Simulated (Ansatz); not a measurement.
# Mo (sc type): a single-point run

Aim: a sound single-point run of Mo (sc type).

Program: Ansatz 0.2.0. Level of theory: DFT, PBEsol, PAW with other files of Ansatz's library (core large), scalar-relativistic. These are calculated values, not measurements.

2 further runs of the same task are left out: 2 that didn't finish. Runs told in other sessions of the task aren't counted.

## Step 1: Starting point

Symmetry: Pm-3m, No. 221, cubic system. Conventional cell: a = 1.941 Å, b = 1.941 Å, c = 1.941 Å, α = 90.00°, β = 90.00°, γ = 90.00°. Mo (site symmetry m-3m) is surrounded by 6 Mo at 1.94 Å.

Coordinates:

```
Mo
1.0
     1.94075    0.00000    0.00000
     0.00000    1.94075    0.00000
     0.00000    0.00000    1.94075
Mo
1
Direct
  0.00000 0.00000 0.00000
```

## Step 2: Input and run

input.yaml

```yaml
crystal:
  lattice:
    - [1.9407530043, 0.0, 0.0]
    - [0.0, 1.9407530043, 0.0]
    - [0.0, 0.0, 1.9407530043]
  atoms:
    - { symbol: Mo, position: [0.0, 0.0, 0.0] }
kpoints:
  mp_grid: { grid: [15, 15, 15] }
scf:
  occupations: { method: fixed }
  max_iter: 50
hamiltonian:
  xc: pbesol
  pseudopotentials: { kind: paw, core: large }
output:
  forces: true
  stress: true
  eigenvalues: true
```

On the command line:

```bash
$ ansatz run input.yaml --threads 1 --pin off --max-ram 2048MiB --backend cpu --events-out ev --progress --plain --runs-dir out
```

Q: Will this input give a usable result? If not, why, and what should change?

The run converged and reported no error, with warnings (band overlap at count, datasets by core, metallic iterate). It gives a pressure of 978 GPa, which is large; a structure far from rest gives such values too, whatever the setting.

The suspect setting: scf.occupations.method is fixed; scf.occupations.width is missing. The risk: fixed occupations where they can't hold. The run converged, but that does not make its result sound.

The test: set scf.occupations.method to fermi_dirac and scf.occupations.width to 0.1.
